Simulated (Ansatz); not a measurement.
Runs of Ansatz 0.2.0 on Cd2S. Symmetry: P3m1, No. 156, trigonal system. The conventional cell has a = 3.963 Å, b = 3.963 Å, c = 5.809 Å, α = 90.00°, β = 90.00°, γ = 120.00°. Cd (site symmetry 3m) is surrounded by 1 S at 2.52 Å. Cd (site symmetry 3m) is surrounded by 3 S at 2.60 Å. S (site symmetry 3m) is surrounded by 4 Cd at 2.52 to 2.60 Å. The cell comes from a database or a generator and needn't be the stable form of this composition.

```csv
task,level,cell,points for each segment of the path,gap on the mesh (eV),pressure (GPa),relaxed volume (Å³/atom),largest force (eV/Å)
band structure,HSE06,as given,4,(c),-1.3,-,0.24
single point,PBE0,as given,-,0.72,-1.5,-,0.24
relaxation of cell and atoms,HSE06,relaxed,-,0.23,0.0,25.64,-
relaxation of cell and atoms,PBE0,relaxed,-,(b),0.0,(a),0.01
```

Alike in all rows: potentials or basis Ansatz PAW; no spin polarisation; k mesh 6 × 6 × 4; cutoff (eV) 420; smearing fermi-dirac 0.05 eV.

**Question.** Estimate the missing entries.

**Answer.** (a) 25.51; (b) 0.70; (c) 0.26.

Caveats: the PAW data sets come from PBE, with cores solved anew for the run's functional, which leaves a small shift of forces and pressure; the thresholds are loose for stress (some runs); the plane-wave basis is chosen anew once the cell has moved, so the energies of steps on either side of that aren't comparable (some runs).

A k mesh can miss the band edges, and the runs leave out spin-orbit coupling on Cd.
